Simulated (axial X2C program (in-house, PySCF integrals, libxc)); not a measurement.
# A two-component session on SeB: properties at the nuclei

Wanted for SeB: properties at the nuclei, at the two-component level.

Computed with an in-house X2C program for linear molecules on PySCF integrals. Level: two-component X2C with atomic mean-field terms, Se dyall-cv3z, B dyall-v3z.

All values are calculated.

**1. The job**

Contents of task.json:

```json
{
 "zs": [
  34,
  5
 ],
 "q": 0,
 "bas": [
  "dyall-cv3z",
  "dyall-v3z"
 ],
 "r0": 1.85,
 "levels": [
  "PBE0",
  "HF",
  "TPSSh",
  "r2SCAN",
  "BHandHLYP"
 ],
 "nst": 3
}
```

Keys: zs atomic numbers; q charge; bas basis sets; r0 starting distance in Å; levels methods (HF also brings MP2); nst determinants followed.

On the command line:

```
> python soeom.py task.json out
```

After this run come: Expectation values, lowest determinant; Expectation values, a higher determinant.

Before running it: what results should come out? Wanted: lowest determinant; Eeff magnitude; Ws magnitude Se; A∥/gI Se; qzz Se; higher determinant (for each run or level that gives them).

The runs gave:

| quantity | value |
| --- | --- |
| lowest determinant | Ω = 1/2 (excess of +ω over −ω: ω = 1/2) |
| Eeff magnitude (GV/cm), PBE0 | 0.642 |
| Ws magnitude Se (kHz), PBE0 | 0.535 |
| A∥/gI Se (MHz), PBE0 | 206 |
| qzz Se (a.u.), PBE0 | 0.65 |
| higher determinant | Ω = 3/2 (excess of +ω over −ω: ω = 3/2) |
| Eeff magnitude (GV/cm), PBE0, higher determinant | 0.232 |
| Ws magnitude Se (kHz), PBE0, higher determinant | 0.0537 |
| A∥/gI Se (MHz), PBE0, higher determinant | 408 |
| qzz Se (a.u.), PBE0, higher determinant | -4.00 |

In words: In the first state, the effective field runs from 0.467 to 0.695 GV/cm over the mean-field levels. The expectation values come from single determinants, which for open shells can mix terms of unlike spin or miss the lowest Ω, so a determinant need not be a state. Eeff is the effective electric field on the electron dipole moment in this Ω state and Ws the scalar–pseudoscalar constant (defined with the proton number Z and per Ω); A∥ is the parallel hyperfine constant, which follows by multiplying with the nuclear g factor gI = μI/(I μN); qzz is the electric field gradient, eQq0 = 234.96 MHz × Q/barn × qzz; μ is positive if B is the positive end. The operators were transformed with the bare-nucleus X2C matrices.
